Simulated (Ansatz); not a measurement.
## HfIn4SiO6 in Ansatz: the effect of Hubbard term

HfIn4SiO6:

```xyz
12
Lattice="2.7159 -4.7036 0.0083 2.7159 4.7036 0.0083 -1.8792 0.0000 7.4013" Properties=species:S:1:pos:R:3 pbc="T T T"
Hf    2.7159   -2.7125    0.0083
In    1.7763   -1.1453    3.7090
In    2.7159    0.4231    0.0083
In    1.7763    2.0313    3.7090
In    1.7763   -4.3098    3.7090
Si    2.7159    3.5589    0.0083
O    -1.1497    0.2444    6.4159
O     4.7022    0.2444    1.0021
O     1.9910   -1.2091    6.4253
O     1.5616   -1.2091    0.9927
O     1.8741    2.2355    0.9933
O     1.6785    2.2355    6.4246
```

The cell was built by a generator and needn't be a form met in nature.

Alike in all runs:

```yaml
Program: Ansatz 0.2.0
Task: single point
Functional: PBE
Potentials_or_basis: all-electron LAPW, scalar-relativistic
Cutoff: 375 eV (chosen from the basis error)
Basis_error_allowed: 0.002 eV/atom
k_mesh: 4 × 4 × 3
Occupations: fermi-dirac, width 0.05 eV
Spin: no spin polarisation
```

| Hubbard term | pressure (GPa) | largest force (eV/Å) |
| --- | --- | --- |
| none | ? | ? |
| Hf d U = 3 eV | 0.4 | 0.14 |
| Hf d U = 6 eV | 1.2 | 0.31 |

**Question.** What does the run with Hubbard term none give?

**Answer.** Pressure -0.3 GPa; largest force 0.08 eV/Å.

Caveats: the k mesh is thin for a metal, which can move the energy by tens of meV per atom; U is the effective U less J, on atomic orbitals that reach past the spheres (some runs); U without spin polarisation on a metal has little footing (some runs).
